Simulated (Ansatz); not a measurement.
# CH₆GeSi: a ladder of functionals and wavefunction methods

An exercise on one series of results from a longer session: the logs are not shown, and one member is left open.

Program: Ansatz 0.2.0, Gaussian basis. Level of theory: functionals in def2-TZVPP, the program's frozen cores in correlated methods. These are calculated values, not measurements.

Levels to be run: LDA (SPW92), PBE-D4, revPBE-D4, BLYP-D4, r2SCAN-D4, B97M-V, PBE0-D4, B3LYP-D4, r2SCANh-D4, r2SCAN0-D4, HSE06-D4, BHLYP-D4, CAM-B3LYP-D4, LC-ωPBE, ωB97X-V, ωB97M-V, B2PLYP, PBE-QIDH; CCSD(T)/def2-SVP; CCSD(T)/def2-TZVPP; MP2/def2-QZVPP; extrapolation to the limit; RPA on PBE.

### The relaxed structure

An earlier PBE0-D4 in a triple-zeta def2 set relaxation fixed the geometry.

SMILES `[CH2]1[SiH2][GeH2]1`, 9 atoms, charge 0, spin multiplicity 1.

Atoms are counted from 1 here; the program's logs count them from 0.

Bond lengths: C1–Si2 1.880 Å, C1–Ge3 2.007 Å, C1–H4 1.087 Å, C1–H5 1.087 Å, Si2–Ge3 2.297 Å, Si2–H6 1.482 Å, Si2–H7 1.482 Å, Ge3–H8 1.529 Å, Ge3–H9 1.529 Å. Angles: Si2–C1–Ge3 72.4°, Si2–C1–H4 117.9°, Si2–C1–H5 117.9°, Ge3–C1–H4 115.8°, Ge3–C1–H5 115.8°, H4–C1–H5 111.8°, C1–Si2–Ge3 56.4°, C1–Si2–H6 117.1°, C1–Si2–H7 117.1°, Ge3–Si2–H6 121.0°, Ge3–Si2–H7 120.9°, H6–Si2–H7 112.8°, C1–Ge3–Si2 51.3°, C1–Ge3–H8 114.5°, C1–Ge3–H9 114.5°, Si2–Ge3–H8 122.3°, Si2–Ge3–H9 122.3°, H8–Ge3–H9 114.1°.

Coordinates:

```mol
CH6GeSi
  3D, bonds by distance, orders not assigned

  9  9  0  0  0  0  0  0  0  0999 V2000
   -0.7267    0.0821   -0.6937 C   0  0
    0.8875    0.8795   -0.1514 Si  0  0
   -0.0407   -0.9481    0.8857 Ge  0  0
   -1.6475    0.6366   -0.5329 H   0  0
   -0.7376   -0.4533   -1.6395 H   0  0
    0.8021    2.2273    0.4589 H   0  0
    2.0504    0.7314   -1.0580 H   0  0
    0.3994   -2.3775    0.5686 H   0  0
   -0.8984   -0.8243    2.1453 H   0  0
  1  2  8  0
  2  3  8  0
  1  4  8  0
  1  5  8  0
  2  6  8  0
  2  7  8  0
  3  8  8  0
  3  9  8  0
  1  3  8  0
M  END
```

The first run:

Contents of in.yaml:

```yaml
crystal:
  periodic: [false, false, false]
  atoms:
    - {symbol: C, position_ang: [-0.726695, 0.082069, -0.693746]}
    - {symbol: Si, position_ang: [0.887506, 0.879513, -0.151414]}
    - {symbol: Ge, position_ang: [-0.040721, -0.948093, 0.885697]}
    - {symbol: H, position_ang: [-1.647521, 0.636631, -0.532938]}
    - {symbol: H, position_ang: [-0.737566, -0.453306, -1.639548]}
    - {symbol: H, position_ang: [0.802104, 2.227258, 0.458898]}
    - {symbol: H, position_ang: [2.050442, 0.731383, -1.057972]}
    - {symbol: H, position_ang: [0.399440, -2.377494, 0.568566]}
    - {symbol: H, position_ang: [-0.898388, -0.824261, 2.145258]}
basis:
  gaussian: {orbitals: def2-TZVPP}
hamiltonian: {xc: lda}
output: {orbitals: {seedname: orbitals}}
```

Among the steps run: LDA; PBE-D4 (GGA); revPBE-D4 (GGA); BLYP-D4 (GGA); r2SCAN-D4 (meta-GGA); B97M-V (meta-GGA); PBE0-D4 (hybrid); B3LYP-D4 (hybrid); r2SCANh-D4 (hybrid); r2SCAN0-D4 (hybrid); HSE06-D4 (hybrid); BHLYP-D4 (hybrid); CAM-B3LYP-D4 (range-separated); LC-ωPBE (range-separated); ωB97X-V (range-separated); ωB97M-V (range-separated); B2PLYP (double hybrid); PBE-QIDH (double hybrid).

One of the session's tables, all rows but one given; the rest of the session is left out.

It belongs to the step «Orbital energies across the functionals». 

| functional | HOMO (eV) | gap (eV) |
| --- | --- | --- |
| LDA (SPW92) | -5.75 | 4.45 |
| PBE-D4 | -5.63 | 4.53 |
| revPBE-D4 | -5.58 | 4.56 |
| BLYP-D4 | -5.47 | 4.46 |
| r2SCAN-D4 | -5.83 | 5.01 |
| B97M-V | -5.86 | 4.92 |
| PBE0-D4 | -6.60 | 6.33 |
| B3LYP-D4 | -6.41 | 5.90 |
| r2SCANh-D4 | -6.19 | 5.66 |
| r2SCAN0-D4 | -6.74 | 6.62 |
| HSE06-D4 | ? | ? |
| BHLYP-D4 | -7.44 | 8.04 |
| CAM-B3LYP-D4 | -7.80 | 8.50 |
| LC-ωPBE | -9.07 | 10.88 |
| ωB97X-V | -8.76 | 10.48 |
| ωB97M-V | -8.60 | 10.03 |

**Question.** Estimate the row for HSE06-D4.

**Answer.** HOMO (eV): -6.21; gap (eV): 5.58. In the column «HOMO (eV)» it lies between B3LYP-D4 (-6.41) and r2SCANh-D4 (-6.19).
